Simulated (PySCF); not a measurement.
# BBrO (Bromine Oxoborane): the cost of one run

Computed with PySCF 2.14.0 and routines of our own; the level stands in each step. Atoms count from 0.

### 1 The starting structure

3 atoms, charge 0, multiplicity 1; geometry from: GFN2-xTB.

### 2 Optimising the geometry at PBE0-D3(BJ)/def2-SVP

The job: settings as JSON, then the geometry in Å.

```
{"job": {"xc": "PBE0", "basis": "def2-SVP", "d3": "d3bj", "grid": 1, "maxiter": 30, "shake": 0.01, "kind": "geom"}, "charge": 0, "multiplicity": 1}
O     -1.348530     0.281750    -0.002210
B     -0.203750     0.100530    -0.006660
Br     1.558290    -0.205330    -0.010310
```

Launch:

```
$ OMP_NUM_THREADS=1 python heavy_run.py task.json out
```

The driver reads the jobs from task.json and runs them one after another.

Q: Estimate the wall time and peak memory of this first job on 1 thread of Arm Neoverse V2, shared host.

About 3.8 s, with a peak of 0.28 GiB.
